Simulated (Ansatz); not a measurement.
The same path of a periodic cell of 22 atoms, H₅C₁₆F (surface C(111), underside capped with H, adsorbate HF) was run twice with different band settings. Made: C19–H22, C20–F21.

Theory: DFT PBE-D3(BJ), scalar-relativistic, plane waves, PAW in Ansatz 0.2.0. Settings: PAW set soft_1, cutoff 420 eV, k mesh 3x3x1, gaussian smearing 0.05 eV, no spin polarisation.

Relaxed end points:

```xyz
22
Lattice="5.0487 0.0000 0.0000 2.5244 4.3723 0.0000 0.0000 0.0000 16.6764" Properties=species:S:1:pos:R:3
H 1.262 0.729 1.000
H 3.787 0.729 1.000
H 2.524 2.915 1.000
H 5.049 2.915 1.000
C 1.262 0.729 2.100
C 3.787 0.729 2.100
C 2.524 2.915 2.100
C 5.049 2.915 2.100
C 0.000 1.457 2.615
C 2.524 1.457 2.615
C 1.262 3.644 2.615
C 3.787 3.644 2.615
C 0.011 1.464 4.274
C 2.517 1.459 4.260
C 1.260 3.636 4.262
C 3.790 3.646 4.285
C -0.002 0.002 4.509
C 2.528 0.002 4.545
C 1.264 2.187 4.686
C 3.787 2.184 4.506
F 2.301 2.718 6.979
H 1.694 2.406 6.224
```

```xyz
22
Lattice="5.0487 0.0000 0.0000 2.5244 4.3723 0.0000 0.0000 0.0000 16.6764" Properties=species:S:1:pos:R:3
H 1.262 0.729 1.000
H 3.787 0.729 1.000
H 2.524 2.915 1.000
H 5.049 2.915 1.000
C 1.262 0.729 2.100
C 3.787 0.729 2.100
C 2.524 2.915 2.100
C 5.049 2.915 2.100
C 0.000 1.457 2.615
C 2.524 1.457 2.615
C 1.262 3.644 2.615
C 3.787 3.644 2.615
C 0.004 1.421 4.180
C 2.520 1.421 4.180
C 1.262 3.626 4.268
C 3.787 3.623 4.222
C 0.000 -0.036 4.533
C 2.524 -0.036 4.533
C 1.262 2.145 4.700
C 3.787 2.142 4.672
F 3.787 2.107 6.077
H 1.262 2.111 5.796
```

Common settings: spring 5.0 eV/Å²; force threshold 0.05 eV/Å; end points relaxed; atoms held 1 to 12.

| run | movable images | climbing image | optimiser | start path | iteration limit |
| --- | --- | --- | --- | --- | --- |
| 1 | 5 | yes | lbfgs | IDPP | 29 |
| 2 | 4 | no | quadratic models (default) | default | 31 |

(1) What does each run give, and how far can it be trusted?

## Answers

(1) Run 1: converged after 16 iterations, highest image 0.021 eV above the first end. By the program's own check the climbing image is of a kind that is not told: the force calls were inconclusive, a negative curvature could not be distinguished from the path's own, the only one lies far off the path, or fixed occupations may fill a level only in part (lowest curvatures found: -2.76 and 0.05 eV/Å²).
Run 2: converged after 9 iterations, highest image 0.000 eV above the first end. The highest image is an end point: on this band no image between the ends rises above it.
Limits of this set-up: thin slab, slab without dipole correction.
